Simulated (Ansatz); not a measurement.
# Al2BCl2H3O5: the cost of one run

Computed with Ansatz 0.2.0, Gaussian basis. Level: PBE0-D4/def2-TZVP structures, single points in def2-TZVPP, no counterpoise correction.

Levels: SPW92, PBE-D4, BLYP-D4, r2SCAN-D4, B97M-V, PBE0-D4, B3LYP-D4, r2SCAN0-D4, BHLYP-D4, CAM-B3LYP-D4, wB97X-V, wB97M-V, B2PLYP, PBE-QIDH, RPA on PBE, Hartree-Fock, MP2, CCSD, CCSD(T).

Correlated methods freeze the cores. B3LYP uses VWN-RPA correlation. B2PLYP carries no dispersion term here.

94 further runs of the same task are left out: 94 set aside as unsound or not needed.

### Step 1. Where the work starts

The complex: 15 atoms, charge 0, spin multiplicity 1.

Atoms are counted from 1 here; the program's logs count them from 0.

Bond lengths: B1–Cl3 1.833 Å, B1–Cl4 1.731 Å, B1–O6 1.324 Å, Cl2–H5 1.328 Å, Cl2–Al10 2.570 Å, Cl3–Al7 2.490 Å, O6–Al7 1.809 Å, Al7–O8 1.682 Å, Al7–O9 1.676 Å, O8–H13 0.955 Å, O9–Al10 1.706 Å, Al10–O11 1.693 Å, Al10–O12 1.716 Å, O11–H14 0.954 Å, O12–H15 0.955 Å. Angles: Cl3–B1–Cl4 119.6°, Cl3–B1–O6 112.2°, Cl4–B1–O6 127.9°, H5–Cl2–Al10 84.2°, B1–Cl3–Al7 68.5°, B1–O6–Al7 104.4°, Cl3–Al7–O6 73.7°, Cl3–Al7–O8 106.0°, Cl3–Al7–O9 108.7°, O6–Al7–O8 115.5°, O6–Al7–O9 109.1° and more.

Coordinates:

```xyz
15
charge 0, multiplicity 1
B    -1.82556    1.06970   -0.26788
Cl    0.18101   -0.66668    2.45489
Cl   -1.36422    1.17359   -2.03885
Cl   -3.46991    0.75506    0.17103
H    -0.43599    0.32198    1.81823
O    -0.81306    1.37067    0.53097
Al    0.62761    1.40442   -0.56337
O     1.26426    2.92954   -0.87719
O     1.41130   -0.07527   -0.48257
Al    0.69928   -1.51723    0.08591
O     1.54434   -2.94607    0.41990
O    -0.95591   -1.57936   -0.36266
H     2.15353    3.07746   -1.19133
H     2.49642   -2.98640    0.47436
H    -1.51310   -2.33152   -0.17136
```

Its parts: Al₂BCl₂H₃O₅ holds atoms 1, 3, 4, 6, 7, 8, 9, 10, 11, 12, 13, 14, 15; HCl holds atoms 2, 5. Each part counts its atoms afresh in its own runs.

### Step 2. Relaxing Al₂BCl₂H₃O₅ alone

Contents of relax-a/in.yaml:

```yaml
crystal:
  periodic: [false, false, false]
  atoms:
    - {symbol: B, position_ang: [-1.825561, 1.069698, -0.267881]}
    - {symbol: Cl, position_ang: [-1.364219, 1.173592, -2.038846]}
    - {symbol: Cl, position_ang: [-3.469911, 0.755064, 0.171030]}
    - {symbol: O, position_ang: [-0.813059, 1.370669, 0.530970]}
    - {symbol: Al, position_ang: [0.627607, 1.404419, -0.563366]}
    - {symbol: O, position_ang: [1.264258, 2.929542, -0.877187]}
    - {symbol: O, position_ang: [1.411298, -0.075266, -0.482565]}
    - {symbol: Al, position_ang: [0.699283, -1.517233, 0.085914]}
    - {symbol: O, position_ang: [1.544338, -2.946069, 0.419903]}
    - {symbol: O, position_ang: [-0.955908, -1.579359, -0.362660]}
    - {symbol: H, position_ang: [2.153532, 3.077463, -1.191330]}
    - {symbol: H, position_ang: [2.496422, -2.986399, 0.474358]}
    - {symbol: H, position_ang: [-1.513099, -2.331517, -0.171355]}
basis:
  gaussian: {orbitals: def2-TZVP}
hamiltonian: {xc: pbe0, dispersion: d4}
relax: {f_tol: 0.005, max_steps: 200}
```

Launch:

```
> ansatz run in.yaml --threads 4 --pin off --events-out ev --progress --plain --max-ram 66560MiB --backend cuda --devices 0, --max-vram 37GiB
```

**Question.** How long does this run take on 1 × a share of an NVIDIA H100 with 4 threads of AMD EPYC 7R13, shared host?

About 53 s.
